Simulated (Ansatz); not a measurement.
# CHFGa (quartet): the correlation ladder, cc-pVTZ

An exercise on one series of results from a longer session: the logs are not shown, and one member is left open.

Computed with Ansatz 0.2.0, Gaussian basis. Level: cc-pVTZ, core rule «outside noble gas», up to 16 orbitals frozen.

Plan: UHF; CCSD(T) on ROHF; CCSD(T) on UHF; BCCD(T) on ROHF; CCSDT(Q) on ROHF; CCSDT(Q) on UHF.

6 further runs of the same task are left out: 1 for a known fault of the program, 5 set aside as unsound or not needed. Runs told in other sessions of the task aren't counted.

## The system

The geometry is a PBE0/def2-TZVP stationary point (not a proven minimum). No spin-orbit coupling is included. The filled d shell of Ga may be among the frozen orbitals whatever the setting's name suggests.

4 atoms, charge 0, spin multiplicity 4.

Atoms are counted from 1 here; the program's logs count them from 0.

Bond lengths: C1–Ga2 1.933 Å, Ga2–F3 1.750 Å, Ga2–H4 1.548 Å. Angles: C1–Ga2–F3 114.3°, C1–Ga2–H4 126.5°, F3–Ga2–H4 119.1°.

Set-up of the first run:

File in.yaml:

```yaml
crystal:
  periodic: [false, false, false]
  atoms:
    - {symbol: C, position_ang: [0.000000, -0.853315, 1.664130]}
    - {symbol: Ga, position_ang: [0.000000, 0.280570, 0.099192]}
    - {symbol: F, position_ang: [0.000000, -0.587217, -1.420473]}
    - {symbol: H, position_ang: [0.000000, 1.828378, 0.082706]}
basis:
  gaussian: {orbitals: cc-pVTZ}
magnetization: {spin_polarized: true, initial_magnetization: 3}
hamiltonian: {xc: hf}
output: {orbitals: {seedname: orbitals}}
```

The run is started by

```console
> ansatz run in.yaml --threads 1 --pin off --events-out ev --progress --plain --max-ram 2816MiB --backend cpu
```

Among the steps run: UHF; CCSD(T) on ROHF; CCSD(T) on UHF; BCCD(T) on ROHF; CCSDT(Q) on ROHF; CCSDT(Q) on UHF.

One of the session's tables, all rows but one given; the rest of the session is left out.

```
   method  from UCCSDT(Q) (meV)
     ROHF              +11918.0
      UHF              +11867.1
     RMP2                +981.5
     UMP2                +977.3
    RCCSD                +401.1
    UCCSD                +397.2
 RCCSD(T)                 +44.5
 UCCSD(T)                 +41.0
  BCCD(T)                 +39.0
   RCCSDT                 +18.6
   UCCSDT                 +15.3
RCCSDT(Q)                     ?
UCCSDT(Q)                     0
```

Q: Estimate the row for RCCSDT(Q) from the others.

As computed: from UCCSDT(Q) (meV): +6.6. In the column «from UCCSDT(Q) (meV)» it lies between UCCSDT(Q) (0) and UCCSDT (+15.3).

With the free atoms at the same levels and basis (separate runs), the atomisation energy is 9.666 eV at UCCSDT(Q), 9.657 eV at RCCSD(T), 9.653 eV at UCCSD(T), 7.682 eV at ROHF.

Limits of these values: Restricted and unrestricted rows rest on different reference determinants; a gap between their highest levels can come from leftover correlation error, from unlike frozen cores or from another state.
